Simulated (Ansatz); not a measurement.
**CH₃F₃HfS: up Jacob's ladder to CCSD(T)**

The task here is to estimate one member of a computed series from the others.

The runs use Ansatz 0.2.0, Gaussian basis; functionals in def2-TZVPP, the program's frozen cores in correlated methods.

Levels to be run: LDA (SPW92), PBE-D4, revPBE-D4, BLYP-D4, r2SCAN-D4, B97M-V, PBE0-D4, B3LYP-D4, r2SCANh-D4, r2SCAN0-D4, HSE06-D4, BHLYP-D4, CAM-B3LYP-D4, LC-ωPBE, ωB97X-V, ωB97M-V, B2PLYP, PBE-QIDH; CCSD(T)/def2-SVP; CCSD(T)/def2-TZVPP; MP2/def2-QZVPP; extrapolation to the limit.

2 further runs of the same task are left out: 2 set aside as unsound or not needed.

## The geometry

An earlier PBE0-D4 in a triple-zeta def2 set relaxation fixed the geometry. Hf takes the def2 core potential; no spin-orbit term is included.

SMILES `C[S][Hf]([F])([F])[F]`, 9 atoms, charge 0, spin multiplicity 1.

Atoms are counted from 1 here; the program's logs count them from 0.

Bond lengths: C1–S2 1.831 Å, C1–H7 1.088 Å, C1–H8 1.088 Å, C1–H9 1.097 Å, S2–Hf3 2.411 Å, Hf3–F4 1.902 Å, Hf3–F5 1.896 Å, Hf3–F6 1.902 Å. Angles: S2–C1–H7 108.7°, S2–C1–H8 108.7°, S2–C1–H9 114.2°, H7–C1–H8 110.3°, H7–C1–H9 107.5°, H8–C1–H9 107.5°, C1–S2–Hf3 90.5°, S2–Hf3–F4 108.5°, S2–Hf3–F5 109.4°, S2–Hf3–F6 108.6°, F4–Hf3–F5 111.3°, F4–Hf3–F6 107.7°, F5–Hf3–F6 111.3°.

Set-up of the first run:

The input, in.yaml:

```yaml
crystal:
  periodic: [false, false, false]
  atoms:
    - {symbol: C, position_ang: [-0.011108, -1.290433, 0.863243]}
    - {symbol: S, position_ang: [1.374147, -0.758556, -0.210159]}
    - {symbol: Hf, position_ang: [0.136454, 1.203109, -0.869699]}
    - {symbol: F, position_ang: [-1.501595, 0.645009, -1.659709]}
    - {symbol: F, position_ang: [1.174545, 2.223593, -2.084770]}
    - {symbol: F, position_ang: [-0.286439, 2.206543, 0.690155]}
    - {symbol: H, position_ang: [-0.361827, -2.263302, 0.523919]}
    - {symbol: H, position_ang: [0.347358, -1.355739, 1.888839]}
    - {symbol: H, position_ang: [-0.871535, -0.610234, 0.858181]}
basis:
  gaussian: {orbitals: def2-TZVPP}
hamiltonian: {xc: lda}
output: {orbitals: {seedname: orbitals}}
```

Run with:

```sh
$ ansatz run in.yaml --threads 2 --pin off --events-out ev --progress --plain --max-ram 20480MiB --backend cpu
```

Among the steps run: LDA; PBE-D4 (GGA); revPBE-D4 (GGA); BLYP-D4 (GGA); r2SCAN-D4 (meta-GGA); B97M-V (meta-GGA); B3LYP-D4 (hybrid); r2SCANh-D4 (hybrid); r2SCAN0-D4 (hybrid); HSE06-D4 (hybrid); BHLYP-D4 (hybrid); CAM-B3LYP-D4 (range-separated); LC-ωPBE (range-separated); ωB97X-V (range-separated); ωB97M-V (range-separated); B2PLYP (double hybrid); PBE-QIDH (double hybrid).

One table of the session follows, with a row left open; its other results are not shown here.

It belongs to the step «Orbital energies across the functionals». 

```
  functional  HOMO (eV)  gap (eV)
 LDA (SPW92)      -6.55      4.17
      PBE-D4      -6.39      4.31
   revPBE-D4          ?         ?
     BLYP-D4      -6.23      4.26
   r2SCAN-D4      -6.66      4.79
      B97M-V      -6.72      4.86
     PBE0-D4      -7.61      6.41
    B3LYP-D4      -7.38      5.92
  r2SCANh-D4      -7.11      5.56
  r2SCAN0-D4      -7.79      6.72
    HSE06-D4      -7.21      5.63
    BHLYP-D4      -8.69      8.46
CAM-B3LYP-D4      -8.91      8.80
     LC-ωPBE     -10.25     11.42
     ωB97X-V      -9.91     10.94
     ωB97M-V      -9.75     10.42
```

**Question.** Estimate the row for revPBE-D4.

The run gave: HOMO (eV): -6.32; gap (eV): 4.36. In the column «HOMO (eV)» it lies between PBE-D4 (-6.39) and BLYP-D4 (-6.23).
